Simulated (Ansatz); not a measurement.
# C2H3ClOSe: how energies converge with the basis set

How large a basis does C2H3ClOSe need? Two functionals are run in growing sets.

Program: Ansatz 0.2.0, Gaussian basis. Level of theory: one geometry, several basis sets. These are calculated values, not measurements.

Levels to be run: PBE0-D4/def2-SVP; ωB97M-V/def2-SVP; PBE0-D4/def2-QZVPP; ωB97M-V/def2-QZVPP; the functionals' def2-TZVPP values are taken from earlier runs.

**1. The relaxed structure**

All runs share one geometry, relaxed beforehand with PBE0-D4 in a triple-zeta def2 set.

SMILES `O/C=C(/Cl)[SeH]`, 8 atoms, charge 0, spin multiplicity 1.

Atoms are counted from 1 here; the program's logs count them from 0.

Bond lengths: O1–C2 1.352 Å, O1–H6 0.959 Å, C2–C3 1.331 Å, C2–H7 1.086 Å, C3–Cl4 1.723 Å, C3–Se5 1.896 Å, Se5–H8 1.469 Å. Angles: C2–O1–H6 109.5°, O1–C2–C3 121.6°, O1–C2–H7 117.9°, C3–C2–H7 120.4°, C2–C3–Cl4 119.1°, C2–C3–Se5 122.1°, Cl4–C3–Se5 118.7°, C3–Se5–H8 93.6°.

**2. PBE0-D4 in def2-SVP**

in.yaml

```yaml
crystal:
  periodic: [false, false, false]
  atoms:
    - {symbol: O, position_ang: [-0.068020, 1.504510, 0.830217]}
    - {symbol: C, position_ang: [0.379531, 0.233290, 0.721002]}
    - {symbol: C, position_ang: [0.148961, -0.497019, -0.367631]}
    - {symbol: Cl, position_ang: [0.777941, -2.099182, -0.452075]}
    - {symbol: Se, position_ang: [-0.753811, 0.206180, -1.879340]}
    - {symbol: H, position_ang: [0.091954, 1.825415, 1.720189]}
    - {symbol: H, position_ang: [0.960023, -0.173225, 1.543260]}
    - {symbol: H, position_ang: [-1.444278, -1.057167, -2.171422]}
basis:
  gaussian: {orbitals: def2-SVP}
hamiltonian: {xc: pbe0, dispersion: d4}
output: {orbitals: {seedname: orbitals}}
```

After this run come: ωB97M-V in def2-SVP; PBE0-D4 in def2-QZVPP; ωB97M-V in def2-QZVPP.

Before running them: what should the planned runs give, taken together? Wanted: PBE0-D4: double and triple zeta above quadruple; ωB97M-V: double and triple zeta above quadruple.

**Answer**, as computed:

```
                                       quantity           value
PBE0-D4: double and triple zeta above quadruple  19.16, 1.97 eV
ωB97M-V: double and triple zeta above quadruple  19.15, 1.91 eV
```

**Reading.** For PBE0-D4 the step from double to triple zeta gains 17.19 eV and the next only 1.97 eV. Total energies overstate the basis error of differences, where much of it tends to cancel. The LUMO of ωB97M-V is positive and keeps falling with the basis (2.15 to 1.17 eV): an unbound level that the basis holds in place.
